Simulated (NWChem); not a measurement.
**CuCl (cuprous chloride) at M06-2X/def2-TZVP**

Aim: the electronic atomisation energy of CuCl (cuprous chloride) at M06-2X/def2-TZVP, from 3 runs. 

The results are computed with NWChem 7.3.0.

4 further runs of the same task are left out: 4 that didn't finish.

### 1 The molecule

CuCl: 2 atoms, total charge 0, spin state singlet. SMILES: `[Cl][Cu]`. The shape is that of a PBE0-D4/def2-TZVP optimisation.

Bond lengths: Cl1–Cu2 2.076 Å.

### 2 A single-point energy at M06-2X/def2-TZVP

a.nw

```
START a
memory total 2200 mb
charge 0

GEOMETRY noautosym nocenter noautoz
 Cl       0.898300      -0.345200       0.446400
 Cu      -0.868800       0.285000      -0.442400
END

BASIS spherical bse
 Cl library def2-TZVP
 Cu library def2-TZVP
END

DFT
 xc m06-2x
 grid lebedev 150 18
 convergence energy 1e-08
 maxiter 100
 mulliken
 noprint "final vectors analysis"
END

TASK dft energy
```

Started as:

```bash
$ nwchem a.nw > a.out
```

The log of the run:

```text
[...]
          Wavefunction type:  closed shell.
          No. of atoms     :     2
          No. of electrons :    46
[...]
          Charge           :     0
          Spin multiplicity:     1
[...]
          AO basis - number of functions:    82
[...]
              XC Information
              --------------
                       M06-2X Method XC Functional
                     Hartree-Fock (Exact) Exchange  0.540
                        M06-2X Exchange Functional  1.000
                      M06-2X Correlation Potential  1.000
[...]
 d= 0,ls=0.0,diis     1  -2100.5759389172 -2.23D+03  1.54D-02  2.79D+00     4.1
[...]
 d= 0,ls=0.0,diis    12  -2100.7080002171 -5.45D-09  5.91D-07  1.57D-09    34.8
         Total DFT energy =    -2100.708000217131
      One electron energy =    -3175.341589100819
           Coulomb energy =     1044.502318604700
    Exchange-Corr. energy =      -95.535816114493
 Nuclear repulsion energy =      125.667086393481
[...]
      Total Density - Mulliken Population Analysis
     ---------------------------------------------
    Atom       Charge   Shell Charges
 -----------   ------   -------------------------------------------------------
    1 Cl  17    17.52   2.01  0.43  1.53  1.10  0.86  4.20  1.66  1.14  2.75  1.80  0.01  0.02  0.00
    2 Cu  29    28.48   2.00  2.00  1.19  0.80  0.36  0.02  5.99  4.80  1.21  0.18  5.52  3.10  1.25  0.07  0.00
[...]
```

It took 35 s on 1 thread of Intel Xeon Platinum 8259CL at 2.50GHz (Skylake/Cascade Lake), shared host; peak memory 0.12 GiB.

### 3 The Cl atom

cl.xyz

```xyz
1
Cl energy
Cl     0.000000     0.000000     0.000000
```

cl.nw

```
start cl
title "Cl energy"
memory stack 880 mb heap 220 mb global 1100 mb
geometry units angstrom noautosym nocenter noautoz
load cl.xyz
end
basis "ao basis" spherical bse
* library def2-TZVP
end
dft
xc m06-2x
mult 2
grid lebedev 150 18
convergence energy 1e-08
maxiter 100
mulliken
noprint "final vectors analysis"
end
task dft energy
```

Run the same way, it converges to -460.13261 Eh (log not shown).

### 4 The Cu atom

struct.nw

```
start struct
title "Cu M06-2X"
memory total 2200 mb

geometry noautosym nocenter noautoz
  Cu    0.000000    0.000000    0.000000
end

basis spherical bse
  * library def2-TZVP
end

dft
  xc m06-2x
  mult 2
  grid lebedev 150 18
  convergence energy 1e-08
  maxiter 100
  mulliken
  noprint "final vectors analysis"
end

task dft energy
```

Run the same way, it converges to -1640.44394 Eh (log not shown).

### 5 Summary of results

At M06-2X/def2-TZVP:

```
                     quantity           value
       molecule: total energy  -2100.70800 Eh
      molecule: dipole moment          5.57 D
        Cl atom: total energy   -460.13261 Eh
                Cl atom: ⟨S²⟩           0.753
        Cu atom: total energy  -1640.44394 Eh
                Cu atom: ⟨S²⟩           0.751
electronic atomisation energy        3.577 eV
```

In words: Taking the molecule apart into free atoms costs 3.58 eV (345 kJ/mol), before zero-point energy and without spin-orbit coupling.
